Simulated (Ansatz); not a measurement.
# BBrH6N2: the cost of one run

Program: Ansatz 0.2.0. Level of theory: RKS CAM-B3LYP/def2-SVP. These are calculated values, not measurements.

## (1) The structure to begin with

Bond lengths: N2–H3 1.060 Å, N2–H4 1.060 Å, B1–H5 1.190 Å, B1–N6 1.550 Å, N6–H7 1.060 Å, N6–H8 1.060 Å, B1–Br9 2.340 Å, N2–H10 1.146 Å, Br9–H10 1.520 Å. Angles: H3–N2–H4 120.0°, H3–N2–H10 91.7°, H4–N2–H10 92.9°, H5–B1–N6 120.0°, H5–B1–Br9 114.2°, N6–B1–Br9 84.6°, B1–N6–H7 120.0°, B1–N6–H8 120.0°, H7–N6–H8 120.0°, B1–Br9–H10 63.2°, N2–H10–Br9 139.8°.

Structure file:

```xyz
10

B     0.0000    0.0000    0.0000
N     0.0000    0.0000    1.9000
H    -0.8770   -0.2713    2.4300
H     0.8770    0.2713    2.4300
H     1.0305    0.0000   -0.5950
N    -1.3423    0.0000   -0.7750
H    -2.0112   -0.8164   -0.6764
H    -1.5914    0.8164   -1.4036
Br   -0.6808    2.1137    0.7379
H    -0.3502    1.0871    1.8085
```

## (2) A restrained relaxation towards end A

Springs on the bonds that form and break draw the guess towards this end; the thresholds are loose.

input.yaml reads:

```yaml
crystal:
  periodic: [false, false, false]
  atoms:
    - { symbol: B, position_ang: [0.0, 0.0, 0.0] }
    - { symbol: "N", position_ang: [0.0, 0.0, 1.9] }
    - { symbol: H, position_ang: [-0.877, -0.2713, 2.43] }
    - { symbol: H, position_ang: [0.877, 0.2713, 2.43] }
    - { symbol: H, position_ang: [1.0305, 0.0, -0.595] }
    - { symbol: "N", position_ang: [-1.3423, 0.0, -0.775] }
    - { symbol: H, position_ang: [-2.0112, -0.8164, -0.6764] }
    - { symbol: H, position_ang: [-1.5914, 0.8164, -1.4036] }
    - { symbol: Br, position_ang: [-0.6808, 2.1137, 0.7379] }
    - { symbol: H, position_ang: [-0.3502, 1.0871, 1.8085] }
basis:
  gaussian: { orbitals: def2-SVP }
hamiltonian:
  xc: cam_b3lyp
relax:
  f_tol: 0.15
  max_steps: 25
  restrain:
    - { distance: [0, 8], at: 3.24, k: 30.0 }
    - { distance: [9, 1], at: 2.26, k: 30.0 }
    - { distance: [0, 1], at: 1.55, k: 30.0 }
    - { distance: [9, 8], at: 1.55, k: 30.0 }
```

Run with:

```sh
$ ansatz run input.yaml --threads 4 --pin off --max-ram 5120MiB --backend cpu --events-out ev --progress --plain --runs-dir out
```

Q: Estimate wall time and peak memory on 4 threads of Arm Neoverse V2, shared host.

About 18 s, with a peak of 0.28 GiB.
